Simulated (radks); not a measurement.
**Ir inside a hard spherical wall**

An exercise on one series of results from a longer session: the logs are not shown, and one member is left open.

Method: scalar-relativistic Kohn-Sham, LDA (Slater exchange, VWN5 correlation), spin-polarised, spherical densities, finite nucleus; open shells are filled with parallel spins first. Code: radks (a radial shooting solver on a logarithmic mesh, Libxc functionals) version 1.

## The atom as given

| Quantity | Value |
| --- | --- |
| element | iridium (Z = 77) |
| charge | 0 |
| electrons | 77 |
| configuration | [Xe] 4f14 5d7 6s2 |
| nuclear rms radius | 5.4032 fm |

The outer shells:

Ir
```
[Xe] core
4f [↑↓][↑↓][↑↓][↑↓][↑↓][↑↓][↑↓]
5d [↑↓][↑↓][↑ ][↑ ][↑ ]
6s [↑↓]
```

Set-up of the first run:

Input:

```text
Z 77
configuration [Xe] 4f14 5d7 6s2 6p0 7s0 5f0
relativity scalar-relativistic
functional lda,vwn5
spin polarised
nucleus finite rms 5.4032 fm
c 137.035999084
```

Steps of the session up to this table: The free atom; Wall at 20 bohr; Wall at 12 bohr; Wall at 10 bohr; Wall at 8 bohr; Wall at 6 bohr; Wall at 3 bohr; Wall at 2 bohr; Wall at 1.5 bohr.

One table of the session follows, with a row left open; its other results are not shown here.

| R (bohr) | E − E(free) (eV) | ε(6s) (eV) | ε(6p, empty) (eV) | ε(7s, empty) (eV) | ε(5f, empty) (eV) |
| --- | --- | --- | --- | --- | --- |
| free | 0.000 | -6.957 | -1.486 | -0.022 | - |
| 20 | ? | ? | ? | ? | ? |
| 12 | 0.000 | -6.956 | -1.466 | 0.760 | 3.713 |
| 10 | 0.003 | -6.948 | -1.402 | 1.543 | 5.034 |
| 8 | 0.051 | -6.865 | -1.107 | 3.638 | 7.375 |
| 6 | 0.745 | -6.163 | 0.413 | 10.583 | 12.316 |
| 3 | 61.377 | 18.723 | 36.154 | 108.67 | 48.759 |
| 2 | 454.81 | 122.65 | 162.24 | 373.58 | 125.89 |
| 1.5 | 1671.2 | 356.24 | 421.05 | 858.46 | 262.06 |

Estimate the missing values for R (bohr) = 20.

The run gave: E − E(free) (eV): -0.000; ε(6s) (eV): -6.957; ε(6p, empty) (eV): -1.486; ε(7s, empty) (eV): 0.097; ε(5f, empty) (eV): 1.556.

In words: Eigenvalues are for spin up. From R = 3 bohr inwards the highest occupied level lies above zero, pushed up by confinement. Shells are not refilled when levels cross, and a hard wall is a model, not a crystal.
